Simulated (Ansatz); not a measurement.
A nudged elastic band was laid between two geometries of a periodic cell of 17 atoms, HC₁₆ (host C, host structure diamond, interstitial H), cell charge +1.

These are results of DFT PBE-D3(BJ), scalar-relativistic, plane waves, PAW (Ansatz), not measurements. Settings: PAW set soft_1, cutoff 420 eV, k mesh 3x3x3, gaussian smearing 0.05 eV, no spin polarisation.

| Property | Result |
| --- | --- |
| movable images | 3 |
| climbing image | yes |
| spring | 5.0 eV/Å² |
| optimiser | quadratic models (default) |
| start path | IDPP |
| force threshold | 0.05 eV/Å |
| iteration limit | 80 |
| end points | relaxed |

Initial state:

```xyz
17
Lattice="0.0000 3.5700 3.5700 3.5700 0.0000 3.5700 3.5700 3.5700 0.0000" Properties=species:S:1:pos:R:3
C -0.028 -0.061 -0.016
C 0.872 0.829 0.861
C 1.763 1.740 0.002
C 2.651 2.634 0.887
C 1.696 0.042 1.844
C 2.658 0.859 2.677
C 3.539 1.752 1.781
C 4.396 2.640 2.710
C 0.019 1.703 1.773
C 0.876 2.631 2.661
C 1.764 3.525 1.779
C 2.652 4.410 2.672
C 1.757 1.736 3.554
C 2.719 2.568 4.371
C 3.543 3.552 3.584
C 4.443 4.428 4.474
H 5.781 6.117 5.438
```

Final state:

```xyz
17
Lattice="0.0000 3.5700 3.5700 3.5700 0.0000 3.5700 3.5700 3.5700 0.0000" Properties=species:S:1:pos:R:3
C -0.035 0.021 0.011
C 0.859 0.925 0.889
C 1.741 1.813 -0.005
C 2.633 2.700 0.886
C 1.747 0.068 1.817
C 2.659 0.921 2.691
C 3.518 1.812 1.780
C 4.418 2.701 2.680
C -0.033 1.807 1.785
C 0.843 2.707 2.661
C 1.739 3.589 1.768
C 2.617 4.492 2.662
C 1.677 1.746 3.479
C 2.719 2.768 4.521
C 3.507 3.592 3.539
C 4.380 4.445 4.450
H 5.224 5.822 4.548
```

Question: Which bonds break or form, and what moves?

Answer: Contacts lost: C5–H17. Contacts made: C13–H17. The atom that moves furthest is H17, by 1.09 Å; four of its nearest neighbours are C14 1.18, C5 1.18, C9 1.62, C8 1.62 Å at the first end and C13 1.18, C14 1.18, C16 1.62, C5 1.62 Å at the last.

Question: What energy profile does the band end with?

Answer: The forces met the threshold. The highest image is number 3 of 0 to 4, 0.044 eV above the ends, which have the same energy within 2 meV. Beside the main top the profile has a ripple of under 15 meV (maxima at images 1, 3), which may be a very shallow well or noise. By the program's own check the climbing image is of a kind that is not told: the force calls were inconclusive, a negative curvature could not be distinguished from the path's own, the only one lies far off the path, or fixed occupations may fill a level only in part (lowest curvatures found: -2.82 and 0.83 eV/Å²). Limits of this set-up: a small cell, in which the defect meets its images, charged cell in a uniform background, uncorrected.

| image | path coordinate (Å) | energy (eV) | C5–H17 (Å) | C13–H17 (Å) |
| --- | --- | --- | --- | --- |
| 0 | 0.00 | 0.000 | 1.18 | 2.10 |
| 1 | 0.36 | 0.014 | 1.16 | 1.87 |
| 2 | 0.72 | 0.000 | 1.18 | 1.64 |
| 3 | 1.09 | 0.044 | 1.36 | 1.36 |
| 4 | 1.42 | 0.000 | 1.62 | 1.18 |

Question: What is the geometry of the highest image?

Answer: 
```xyz
17
Lattice="0.0000 3.5700 3.5700 3.5700 0.0000 3.5700 3.5700 3.5700 0.0000" Properties=species:S:1:pos:R:3
C -0.019 -0.013 0.012
C 0.866 0.900 0.897
C 1.757 1.787 0.008
C 2.649 2.673 0.897
C 1.735 0.049 1.836
C 2.679 0.882 2.688
C 3.536 1.781 1.788
C 4.422 2.676 2.703
C -0.022 1.774 1.796
C 0.866 2.673 2.670
C 1.757 3.562 1.783
C 2.634 4.464 2.676
C 1.735 1.734 3.521
C 2.733 2.673 4.466
C 3.529 3.579 3.561
C 4.422 4.437 4.464
H 5.156 6.094 4.619
```

The band took 12 iterations and roughly 6 core-minutes.

The run took 6.3 min on 1 thread of Arm Neoverse V2, with other jobs on the host, peak memory 0.42 GiB.
